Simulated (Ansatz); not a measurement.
# C₂H₆AlO (doublet): relaxing a cheap start

Aim: relax a generated start of C₂H₆AlO (doublet) and see which bonds hold.

Method: UKS PBE0/def2-SVP; program: Ansatz 0.2.0, Gaussian basis.

## 1. Where the work starts

10 atoms, charge 0, spin multiplicity 2.

Atoms are counted from 1 here; the program's logs count them from 0.

Bond lengths: C1–C2 1.501 Å, C1–H5 1.183 Å, C1–H6 1.100 Å, C1–H7 1.074 Å, C2–Al3 1.979 Å, C2–H8 1.090 Å, C2–H9 1.089 Å, Al3–O4 1.904 Å, O4–H10 0.950 Å. Angles: C2–C1–H5 108.1°, C2–C1–H6 109.7°, C2–C1–H7 112.9°, H5–C1–H6 104.8°, H5–C1–H7 108.2°, H6–C1–H7 112.7°, C1–C2–Al3 111.1°, C1–C2–H8 106.3°, C1–C2–H9 111.4°, Al3–C2–H8 108.2°, Al3–C2–H9 107.8°, H8–C2–H9 111.9°, C2–Al3–O4 121.9°, Al3–O4–H10 101.8°.

The start is a generated structure. Sticks and bond lists go by distance. 

## 2. The run

in.yaml

```yaml
crystal:
  periodic: [false, false, false]
  atoms:
    - {symbol: C, position_ang: [-1.493600, -0.555900, 0.614900]}
    - {symbol: C, position_ang: [-0.615700, -0.553400, -0.602300]}
    - {symbol: Al, position_ang: [0.916700, 0.678200, -0.373100]}
    - {symbol: O, position_ang: [2.301300, 0.813900, -1.672600]}
    - {symbol: H, position_ang: [-1.941000, 0.531400, 0.747700]}
    - {symbol: H, position_ang: [-2.367800, -1.200200, 0.439900]}
    - {symbol: H, position_ang: [-0.962000, -0.812900, 1.512500]}
    - {symbol: H, position_ang: [-0.227100, -1.566700, -0.702200]}
    - {symbol: H, position_ang: [-1.165200, -0.240900, -1.488500]}
    - {symbol: H, position_ang: [2.880100, 0.106500, -1.413600]}
basis:
  gaussian: {orbitals: def2-SVP}
magnetization: {spin_polarized: true, initial_magnetization: 1}
hamiltonian: {xc: pbe0}
relax: {f_tol: 0.01, max_steps: 150}
```

On the command line:

```sh
> ansatz run in.yaml --threads 1 --pin off --events-out ev --progress --plain --max-ram 16896MiB --backend cuda --devices 0, --max-vram 18GiB
```

**Question.** What will these runs give? Wanted: energy gained; shift from the start; total energy; dipole moment; ⟨S²⟩.

As calculated:

| quantity | value |
| --- | --- |
| steps | 19 |
| energy gained | 0.758 eV |
| shift from the start (rms) | 0.316 Å |
| total energy | -10802.9796 eV |
| dipole moment | 0.78 D |
| ⟨S²⟩ | 0.753 |

**Reading.** The bonds of the start are those of the end. Al3–O4 went from 1.904 to 1.716 Å. No vibrations were run, so this is a stationary point, not a proven minimum, and this spin need not be the ground state's.
